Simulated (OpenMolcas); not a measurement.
# Re⁶⁺ among point charges: CASSCF and CASPT2 levels and susceptibility

Aim: the splitting of the states of Re⁶⁺ in the field of 6 point charges, its lowest levels with spin-orbit coupling and its magnetic susceptibility.

Method: state-averaged CASSCF and CASPT2, spin-orbit coupling by RASSI with atomic mean-field integrals. Code: OpenMolcas 26.06.

## Step 1: The atom as given

- Species: Re⁶⁺ (rhenium, Z = 75, 69 electrons)
- Basis: ANO-RCC-VDZP [7s6p4d2f1g], 68 functions
- Scalar Hamiltonian: DKH2, point nucleus
- Inactive shells: 1s 2s 2p 3s 3p 3d 4s 4p 4d 4f 5s 5p
- Active space: 1 electron in 5 orbitals (5d)
- Some configurations of this space: 5d
- Orbitals: optimised for each spin and parity, averaged over all roots

Outer shells as boxes (Hund's rule):

5d
```
5d [↑ ][  ][  ][  ][  ]
```

The ion sits among 6 point charges of -1.5 e arranged as an octahedron (Oh), 1.65 Å from the ion.

The work runs as a chain of OpenMolcas steps in one folder; each step below is one input file. Labels, J, g values, rates, χT and fits are worked out afterwards by a script from the matrices that RASSI stores. The input lists half of the charges; inversion (Group=XYZ) makes the rest.

## Step 2: GATEWAY and SEWARD: basis and integrals

The input, a.inp:

```
&GATEWAY
Coord
1

Re 0.0 0.0 0.0
Basis=ANO-RCC-VDZP
Group=XYZ
NoMove
AngMom=0.0 0.0 0.0
AMFI
XField
3 Angstrom 0
1.650000 0.000000 0.000000 -1.500000
0.000000 1.650000 0.000000 -1.500000
0.000000 0.000000 1.650000 -1.500000
&SEWARD
```

On the command line:

```
> OMP_NUM_THREADS=1 MOLCAS_MEM=1689 MOLCAS_PROJECT=a pymolcas a.inp > a.log
```

## Step 3: CASSCF: doublets of even parity, 5 roots

The input, a.inp:

```
&RASSCF
FileOrb=start.orb
Symmetry=1
Spin=2
nActEl=1 0 0
Inactive=15 19
Ras2=5 0
CIRoot=5 5 1
SDav=5
CIMx=300
Iter=120 100
PrWF=0.3
OrbListing=Nothing
MaxOrb=0
>>> COPY $Project.JobIph JOB001
```

start.orb holds the contracted functions of the basis, ordered by shell, or the orbitals of the step before.

## Step 4: State interaction with spin-orbit coupling

The input, a.inp:

```
&RASSI
NrOfJobIphs=1 5
1 2 3 4 5
IphNames
JOB001
EJob
SpinOrbit
DIPRint=1.0
SOCoupling=1000.0
Subsets=2
Property=9
'ANGMOM' 1 'ANGMOM' 2 'ANGMOM' 3 'MLTPL  1' 1 'MLTPL  1' 2 'MLTPL  1' 3
'AMFI' 1 'AMFI' 2 'AMFI' 3
SOProperty=3
'ANGMOM' 1 'ANGMOM' 2 'ANGMOM' 3
```

## Step 5: CASPT2: IPEA 0.25, imaginary shift 0.1 (closed shells correlated: 5s 5p)

The input, a.inp:

```
>>> COPY JOB001 $Project.JobIph
&CASPT2
Multistate=5 1 2 3 4 5
NoMult
Frozen=14 16
IPEA=0.25
Imaginary=0.1
MaxIter=60
WThr=0.0 0.3 0.05
PrWF=0.5
NoMix
```

(Steps that only read results are left out.)

Q: Predict the outcome of this session. Wanted: spin-free ground state; first state of the same spin within the active space; lowest level; next level.

As calculated:

| quantity | value |
| --- | --- |
| method | SS-CASPT2, IPEA 0.25, imaginary shift 0.1 (closed shells correlated: 5s 5p) |
| spin-free ground state | 2T2, 3-fold in its orbital part |
| first state of the same spin within the active space | 2E at 18200 cm⁻¹ |
| lowest level | 4-fold Γ8 |
| next level | 8476.1 cm⁻¹ |
| χT at 300 K | 0.12 cm³ K/mol |
| effective moment at 300 K | 0.98 μB |

Cost by method:

```csv
method,time of its own steps,time with the reference
A. CASSCF,3.1 s,3.1 s
"B. SS-CASPT2, IPEA 0.25, imaginary shift 0.1, +5s 5p",1 s,4.1 s
```

Times are of one thread on a shared host.

In words: The spin-free ground state (2T2) comes to 100 % from free-ion D terms and keeps the highest spin of the shell. χT at 300 K is 0.12, against 0.38 cm³ K/mol for the spin alone, so orbital moment lowers it. A ligand-field fit to the states below 45000 cm-1 gives 10Dq = 18201 cm-1, the gap between the two states. The field of point charges can differ much from that of real complexes. This is an electrostatic model: the charges have no orbitals.
